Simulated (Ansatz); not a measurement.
# GeH₄O₄: from a rough start to a minimum

Aim: relax GeH₄O₄ from a cheap starting geometry, then compute its harmonic vibrations to see whether it is a minimum and to get the zero-point energy and entropy, and look at its orbitals and charge.

The runs use Ansatz 0.2.0, Gaussian basis; RKS PBE0-D4/def2-TZVP.

Plan: relaxation at PBE0-D4/def2-TZVP; harmonic vibrations at the same level; a single point in def2-TZVPP for the fields.

**1. Starting geometry**

9 atoms, charge 0, spin multiplicity 1.

Atoms are counted from 1 here; the program's logs count them from 0.

Bond lengths: O1–Ge2 1.722 Å, O1–H6 0.955 Å, Ge2–O3 1.723 Å, Ge2–O4 1.721 Å, Ge2–O5 1.721 Å, O3–H7 0.956 Å, O4–H8 0.955 Å, O5–H9 0.955 Å. Angles: Ge2–O1–H6 115.7°, O1–Ge2–O3 113.9°, O1–Ge2–O4 107.3°, O1–Ge2–O5 107.2°, O3–Ge2–O4 107.3°, O3–Ge2–O5 107.3°, O4–Ge2–O5 114.0°, Ge2–O3–H7 115.5°, Ge2–O4–H8 115.9°, Ge2–O5–H9 115.8°.

As a file:

```xyz
9
GeH4O4
O    -0.0946    1.4790   -0.8787
Ge   -0.0029    0.0017    0.0006
O     1.4713   -0.8581   -0.2334
O    -1.2798   -1.0070   -0.5606
O    -0.1046    0.3961    1.6726
H    -0.2760    1.3947   -1.8122
H     2.2168   -0.5421    0.2740
H    -1.1925   -1.9378   -0.3647
H    -0.7377    1.0734    1.9025
```

The start is a GFN2-xTB geometry.

**2. Geometry optimisation, PBE0-D4/def2-TZVP**

Input file in.yaml:

```yaml
crystal:
  periodic: [false, false, false]
  atoms:
    - {symbol: O, position_ang: [-0.094580, 1.479050, -0.878670]}
    - {symbol: Ge, position_ang: [-0.002940, 0.001690, 0.000640]}
    - {symbol: O, position_ang: [1.471330, -0.858100, -0.233390]}
    - {symbol: O, position_ang: [-1.279800, -1.007020, -0.560640]}
    - {symbol: O, position_ang: [-0.104590, 0.396130, 1.672570]}
    - {symbol: H, position_ang: [-0.275990, 1.394670, -1.812250]}
    - {symbol: H, position_ang: [2.216780, -0.542050, 0.273960]}
    - {symbol: H, position_ang: [-1.192500, -1.937750, -0.364690]}
    - {symbol: H, position_ang: [-0.737720, 1.073380, 1.902460]}
basis:
  gaussian: {orbitals: def2-TZVP}
hamiltonian: {xc: pbe0, dispersion: d4}
relax: {f_tol: 0.005, max_steps: 150}
```

Run with:

```
$ ansatz run in.yaml --threads 4 --pin off --events-out ev --progress --plain --max-ram 10444MiB
```

Further steps of the session: Force constants and modes; Fields at the relaxed geometry.

Q: Predict the results of all the runs planned. Wanted: point group; shift from the start; total energy; dispersion term; dipole moment; lowest, highest wavenumber; zero-point energy; HOMO, LUMO.

The runs gave:

| quantity | value |
| --- | --- |
| point group | S4 |
| steps | 9 |
| shift from the start (rms) | 0.144 Å |
| total energy | -64762.7607 eV |
| dispersion term | -146 meV |
| dipole moment | 0.00 D |
| lowest, highest wavenumber | 143, 3892 cm⁻¹ |
| zero-point energy | 146.0 kJ/mol |
| entropy at 298.15 K | 352.1 J/(mol K) |
| HOMO, LUMO | -9.22, -0.28 eV |

The relaxed geometry lies 0.14 Å (rms) from the start; the bond that changed most is Ge2–O5, from 1.721 to 1.755 Å. All wavenumbers are real, so the end point is a minimum. The stiffest mode, 3892 cm⁻¹, is an O–H stretch, and 2 modes under 200 cm⁻¹ make the vibrational entropy uncertain. Harmonic hybrid wavenumbers usually lie a few per cent above measured fundamentals. The largest Mulliken charge, +0.89 e, sits on Ge2. The HOMO lies mostly on O1, O3 about 38 % each; O4, O5 about 7 % each and the LUMO on Ge2 14 %; 4 H atoms about 12 % each.
